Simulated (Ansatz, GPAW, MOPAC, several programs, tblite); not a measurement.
# What cheap methods get right for OsClF (a single layer)

Aim: run OsClF as a single layer in vacuum through methods of unlike cost and see what each gets, and at what price.

Method: no spin polarisation, static lattice; gaps from single points on the cell relaxed beforehand with r²SCAN, in MOPAC, tblite, GPAW, Ansatz (versions at each run).

### Step 1. The starting structure

The structure is trigonal, space group P3m1 (No. 156). The conventional cell has a = 3.475 Å, b = 3.475 Å, c = 29.015 Å, α = 90.00°, β = 90.00°, γ = 120.00°. Around Os (site symmetry 3m) lie 3 F at 2.25 Å and 3 Cl at 2.27 Å. Around F (site symmetry 3m) lie 3 Os at 2.25 Å. Around Cl (site symmetry 3m) lie 3 Os at 2.27 Å.

Coordinates:

```
CELL_PARAMETERS angstrom
3.47529 0.00000 0.00000
-1.73764 3.00969 0.00000
0.00000 0.00000 29.01497
ATOMIC_POSITIONS crystal
Os 0.00000 0.00000 0.31074
F 0.33333 0.66667 0.34582
Cl 0.66667 0.33333 0.27400
```

The cell holds a single layer (1T monolayer (Janus)) with vacuum along c; the form is built, and need not be the compound's stable one.

**Question.** The methods are PM6, PM7, GFN1-xTB (tblite), GFN2-xTB (tblite), PBE/single-zeta, coarse PBE, GLLB-SC, PBE, r2SCAN. What gap does r2SCAN give on this cell, and which other methods (full PBE left aside) come nearest to r2SCAN and farthest in gap?

| quantity | value |
| --- | --- |
| r2SCAN | gap 1.84 eV |
| gap: nearest and farthest of the other methods | coarse PBE (-0.46 eV), PM6 (+2.19 eV) |

In words: Among the 6 methods compared for the gap (full PBE left aside), coarse PBE is nearest to r2SCAN and PM6 farthest. A minimal basis or a coarse cutoff and mesh shifts results by its own error, so closeness to r2SCAN can be chance. Cluster runs see only the k-points that fold onto the zone centre, so their gaps can miss the band edges. GLLB-SC is compared with its derivative discontinuity added. PM7 ended in an unphysical state and is left out of the comparison. CPU times run from 0.93 s (GFN1-xTB (tblite)) to 100 s (GLLB-SC). On this cell GLLB-SC cost more than r2SCAN itself (41 s), so it is no saving here. r2SCAN is a yardstick, not the truth: it usually gives gaps below the measured ones. Spin-orbit coupling is left out throughout.
